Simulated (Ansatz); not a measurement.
# Si2W: the cost of one run

Program: Ansatz 0.2.0. Level of theory: DFT PBE, scalar-relativistic, plane waves, PAW. These are calculated values, not measurements.

3 further runs of the same task are left out: 1 that didn't finish, 2 set aside as unsound or not needed.

## (1) Starting point

Symmetry: I4/mmm, No. 139, tetragonal system. Conventional cell: a = 3.229 Å, b = 3.229 Å, c = 7.867 Å, α = 90.00°, β = 90.00°, γ = 90.00°. Around Si (site symmetry 4mm) lie 5 Si at 2.60 to 2.64 Å and 5 W at 2.63 Å. Around W (site symmetry 4/mmm) lie 10 Si at 2.63 Å.

As a file:

```
CELL_PARAMETERS angstrom
-1.61452 1.61452 3.93369
1.61452 -1.61452 3.93369
1.61452 1.61452 -3.93369
ATOMIC_POSITIONS crystal
Si 0.33457 0.33457 0.00000
Si 0.66543 0.66543 0.00000
W 0.00000 0.00000 0.00000
```

It is the result of an earlier relaxation at this level (volume 13.67 Å³/atom; gap on the mesh: none (metal)).

## (2) Bulk reference on the slab's mesh

File input.yaml:

```yaml
crystal:
  lattice:
    - [3.2290359769, 0.0, 0.0]
    - [0.0, 3.2290359769, 0.0]
    - [1.6145179884, -1.6145179884, 3.9336866502]
  atoms:
    - { symbol: Si, position: [0.665432592, 0.334567408, 0.669134816] }
    - { symbol: Si, position: [0.334567408, 0.665432592, 0.330865184] }
    - { symbol: W, position: [0.0, 0.0, 0.0] }
basis:
  ecutwfc: 420
kpoints:
  mp_grid: { grid: [11, 11, 9] }
hamiltonian:
  xc: pbe
scf:
  occupations: { method: gaussian, width: 0.1 }
output:
  forces: true
  stress: true
  eigenvalues: true
```

Launch:

```
ansatz run input.yaml --threads 2 --pin off --max-ram 4096MiB --backend cpu --events-out ev --progress --plain --runs-dir out
```

**Question.** How long does this run take on 2 threads of AMD EPYC 9R45 (Zen 5), shared host, and how much memory does it need?

About 1.7 s, with a peak of 0.48 GiB.
